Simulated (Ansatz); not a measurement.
**BGe (doublet): wave-function methods side by side, aug-cc-pVTZ**

An exercise on one series of results from a longer session: the logs are not shown, and one member is left open.

The runs use Ansatz 0.2.0, Gaussian basis; aug-cc-pVTZ, core rule «outside noble gas», up to 15 orbitals frozen.

Plan: UHF; CCSD(T) on ROHF; CCSD(T) on UHF; BCCD(T) on ROHF; CCSDT(Q) on UHF; CASSCF and MRCISD+Q, 7 electrons in 8 orbitals; CASSCF and NEVPT4(SD), 7 electrons in 8 orbitals; CASSCF and NEVPT2, 7 electrons in 8 orbitals.

5 further runs of the same task are left out: 1 that didn't finish, 4 set aside as unsound or not needed.

### The system

The geometry is a PBE0/def2-TZVPD stationary point (not a proven minimum) of the parent state, kept for this charge and spin. No spin-orbit coupling is included. The filled d shell of Ge may be among the frozen orbitals whatever the setting's name suggests; the logs give the count.

2 atoms, charge 0, spin multiplicity 2.

Atoms are counted from 1 here; the program's logs count them from 0.

Bond lengths: Ge1–B2 1.916 Å.

Coordinates:

```xyz
2
BGe
Ge    0.00000    0.00000    0.00000
B     0.00000    0.00000    1.91580
```

Set-up of the first run:

Contents of in.yaml:

```yaml
crystal:
  periodic: [false, false, false]
  atoms:
    - {symbol: Ge, position_ang: [0.000000, 0.000000, 0.000000]}
    - {symbol: B, position_ang: [0.000000, 0.000000, 1.915800]}
basis:
  gaussian: {orbitals: aug-cc-pVTZ}
magnetization: {spin_polarized: true, initial_magnetization: 1}
hamiltonian: {xc: hf}
output: {orbitals: {seedname: orbitals}}
```

Run with:

```
ansatz run in.yaml --threads 1 --pin off --events-out ev --progress --plain --max-ram 4096MiB --backend cpu
```

Steps of the session up to this table: UHF; CCSD(T) on ROHF; CCSD(T) on UHF; BCCD(T) on ROHF; CCSDT(Q) on UHF; CASSCF and MRCISD+Q, 7 electrons in 8 orbitals; CASSCF and NEVPT4(SD), 7 electrons in 8 orbitals; CASSCF and NEVPT2, 7 electrons in 8 orbitals.

One of the session's tables, all rows but one given; the rest of the session is left out.

```
            method  from UCCSDT(Q) (kJ/mol)
               UHF                   +473.1
              RMP2                   +235.1
              UMP2                   +153.3
             RCCSD                   +115.3
             UCCSD                        ?
          RCCSD(T)                   -115.4
          UCCSD(T)                    +46.6
           BCCD(T)                    +75.7
            UCCSDT                    +17.9
         UCCSDT(Q)                        0
    CASSCF valence                   +345.7
    NEVPT2 valence                   +124.7
NEVPT4(SD) valence                    +72.3
    MRCISD valence                    +84.0
  MRCISD+Q valence                    +67.2
```

Estimate the missing values for UCCSD.

The run gave: from UCCSDT(Q) (kJ/mol): +73.5. In the column «from UCCSDT(Q) (kJ/mol)» it lies between NEVPT4(SD) valence (+72.3) and BCCD(T) (+75.7).

Left out of the table: ROHF (another determinant or state than the rows shown).

Limits of these values: The determinant is far from a pure spin state, so its energy mixes those of several spin states (harmless only where they are near-degenerate, as at dissociation). The program flags RCCSD(T), UCCSD(T), UCCSDT(Q) as in doubt, so the zero of the table is itself unsure. Warnings: spin contamination; coupled cluster took another determinant than the lowest; large T1 diagnostic. Restricted and unrestricted rows rest on different reference determinants; where their highest levels disagree by more than a few hundredths of an eV, they describe different states and don't form one ladder.
